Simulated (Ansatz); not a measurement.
# Si2GeO6: the cost of one run

Program: Ansatz 0.2.0. Level of theory: DFT PBE, scalar-relativistic, plane waves, PAW. These are calculated values, not measurements.

1 further run of the same task is left out (set aside as unsound or not needed).

### Step 1. The structure to begin with

The structure is monoclinic, space group C2 (No. 5). The conventional cell has a = 8.806 Å, b = 5.000 Å, c = 5.573 Å, α = 90.00°, β = 90.65°, γ = 90.00°. Si (site symmetry 1) has 4 O at 1.63 to 1.64 Å as nearest neighbours. Around Ge (site symmetry 2) lie 4 O at 1.75 to 1.76 Å. O (site symmetry 1) is surrounded by 1 Si at 1.63 Å and 1 Ge at 1.76 Å. O (site symmetry 1) is surrounded by 2 Si at 1.63 Å. Around O (site symmetry 1) lie 1 Si at 1.64 Å and 1 Ge at 1.75 Å.

As a file:

```xyz
9
Lattice="4.4030 -2.4998 -0.0007 4.4030 2.4998 -0.0007 -0.0625 0.0000 5.5725" Properties=species:S:1:pos:R:3 pbc="T T T"
Si    2.3347    1.3290    1.8777
Si    6.4089    1.3290    3.6934
Ge    4.4030   -0.1486   -0.0007
O     4.9552    0.8649    4.2758
O     1.8431    0.3210    3.0646
O     3.7883    0.8649    1.2953
O     3.0918   -1.1929    4.9180
O     6.9005    0.3210    2.5066
O     5.6518   -1.1929    0.6531
```

The cell was relaxed beforehand at this level, from a generated guess; it needn't be the stable form of this composition. At a tolerance of 0.02 Å it has space group C2 (No. 5); it has 13.63 Å³/atom, an uncorrected energy of -2.37 eV/atom over the elements.

### Step 2. Bands, states and charges

input.yaml

```yaml
crystal:
  lattice:
    - [4.403025907, -2.4997605571, -0.0006907192]
    - [4.403025907, 2.4997605571, -0.0006907192]
    - [-0.0624892718, 0.0, 5.5725330274]
  atoms:
    - { symbol: Si, position: [0.0016846014, 0.5333410785, 0.33702495] }
    - { symbol: Si, position: [0.4666589215, 0.9983153986, 0.66297505] }
    - { symbol: Ge, position: [0.5297278606, 0.4702721394, 0.0] }
    - { symbol: O, position: [0.3951657652, 0.7411449566, 0.7674415891] }
    - { symbol: O, position: [0.1490027288, 0.2773964515, 0.5499947386] }
    - { symbol: O, position: [0.2588550434, 0.6048342348, 0.2325584109] }
    - { symbol: O, position: [0.5959711241, 0.1187486675, 0.8826379124] }
    - { symbol: O, position: [0.7226035485, 0.8509972712, 0.4500052614] }
    - { symbol: O, position: [0.8812513325, 0.4040288759, 0.1173620876] }
basis:
  ecutwfc: 420
kpoints:
  mp_grid: { grid: [6, 6, 4] }
  band_path:
    path:
      - [[0.0, 0.0, 0.0], [-0.33059173, 0.33059173, 0.0]]
      - [[-0.66940827, -0.33059173, 0.0], [-0.5, -0.5, 0.0], [0.0, 0.0, 0.0], [-0.5, -0.5, 0.5], [-0.67085621, -0.32914379, 0.5]]
      - [[-0.32914379, 0.32914379, 0.5], [0.0, 0.0, 0.5], [0.0, 0.0, 0.0]]
      - [[-0.5, 0.0, 0.5], [0.0, 0.0, 0.0], [-0.5, 0.0, 0.0]]
    npoints: 14
hamiltonian:
  xc: pbe
scf:
  occupations: { method: gaussian, width: 0.02 }
  n_extra_bands: 22
output:
  forces: true
  stress: true
  eigenvalues: true
  populations: true
  dos: { projected: true, de: 0.02, nscf_kmesh: { grid: [9, 9, 6] } }
  bader: true
  write_density: true
  write_potential: true
  elf: true
  volumetric_format: npy
```

Run with:

```console
$ ansatz run input.yaml --threads 1 --pin off --max-ram 2560MiB --backend cpu --events-out ev --progress --plain --runs-dir out
```

What time and memory should one allow on 1 thread of Intel Xeon 6975P-C (Granite Rapids), shared host?

About 2.5 min, with a peak of 0.77 GiB.
